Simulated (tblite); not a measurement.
# C3H9B2ClSi: the cost of one run

Programs: tblite 0.8.0 and PySCF 2.14.0, with density-fitted response routines of our own. Each step states its level of theory. These are calculated values for one molecule in the gas phase, unless marked as measured. Atoms are numbered from 0 throughout.

### Step 1. Starting geometry

16 atoms, charge 0, multiplicity 1; geometry from: force field or distance geometry start.

Bonds of the start (Å): Cl0–B1 1.85, B1–B2 1.64, B2–Si3 1.93, Si3–C4 1.89, C4–C5 1.54, C5–C6 1.55, C6–B1 1.61, B2–H7 1.19, Si3–H8 1.47, Si3–H9 1.46, C4–H10 1.10, C4–H11 1.11, C5–H12 1.10, C5–H13 1.11, C6–H14 1.10, C6–H15 1.13.

### Step 2. Optimising the geometry with GFN2-xTB

What the job is given:

```
{"job": {"kind": "relax", "xc": "GFN2-xTB", "basis": "xTB"}, "charge": 0, "multiplicity": 1}
Cl     2.787600     1.864300    -1.217400
B      1.356600     1.006500    -0.425800
B      0.033300     1.862300     0.045900
Si    -1.566800     0.829800     0.371400
C     -0.994800    -0.955100     0.595100
C      0.119400    -1.310400    -0.408900
C      1.443500    -0.566800    -0.115600
H     -0.042700     3.030500    -0.162200
H     -2.262700     1.288100     1.584700
H     -2.449200     0.907300    -0.790800
H     -0.640000    -1.101800     1.627700
H     -1.868700    -1.624200     0.422700
H     -0.213000    -1.109000    -1.439300
H      0.321600    -2.402200    -0.330600
H      2.247900    -0.997700    -0.733900
H      1.720600    -0.712600     0.965600
```

Started as:

```bash
$ OMP_NUM_THREADS=1 python probes_run.py task.json out
```

One launch serves the whole session: the jobs run in the order shown.

**Question.** How long does this first job take on 1 thread of Arm Neoverse N1, shared host, and how much memory does it need?

About 1 s, with a peak of 0.18 GiB.
